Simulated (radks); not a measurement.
# Fractional charge and spin in the 6s shell of barium

The task here is to estimate one member of a computed series from the others.

Program: radks (a radial shooting solver on a logarithmic mesh, Libxc functionals) version 1. Level of theory: scalar-relativistic Kohn-Sham, PBE, spin-polarised, spherical densities, point nucleus. These are calculated values, not measurements, unless marked.

## The system

| Quantity | Value |
| --- | --- |
| element | barium (Z = 56) |
| configuration | [Xe] 6s(up 1, down 1) |

A shell typed twice in an input gives spin up, then spin down.

The first run:

The run's settings:

```text
Z 56
configuration [Xe] 6s1 6s1
relativity scalar-relativistic
functional pbe,pbe
spin polarised
nucleus point
c 137.035999084
```

Steps of the session up to this table: 6s: up 1, down 1.

One of the session's tables, all rows but one given; the rest of the session is left out.

It belongs to the step «6s: up 1, down 1». Radial moments (bohr):

| level | <r> | outermost maximum (interpolated) | 90 % within | nodes |
| --- | --- | --- | --- | --- |
| 3p | 0.2899 | 0.261 | 0.435 | 1 |
| 3d | 0.2666 | 0.215 | 0.417 | 0 |
| 4s | 0.6739 | 0.625 | 0.968 | 3 |
| 4p | 0.7155 | 0.654 | 1.04 | 2 |
| 4d | ? | ? | ? | ? |
| 5s | 1.639 | 1.47 | 2.36 | 4 |
| 5p | 1.920 | 1.67 | 2.81 | 3 |
| 6s | 4.790 | 4.15 | 7.02 | 5 |

Q: Estimate the row for 4d from the others.

The run gave: <r>: 0.8004; outermost maximum (interpolated): 0.695; 90 % within: 1.21; nodes: 1. In the column «<r>» it lies between 4p (0.7155) and 5s (1.639).
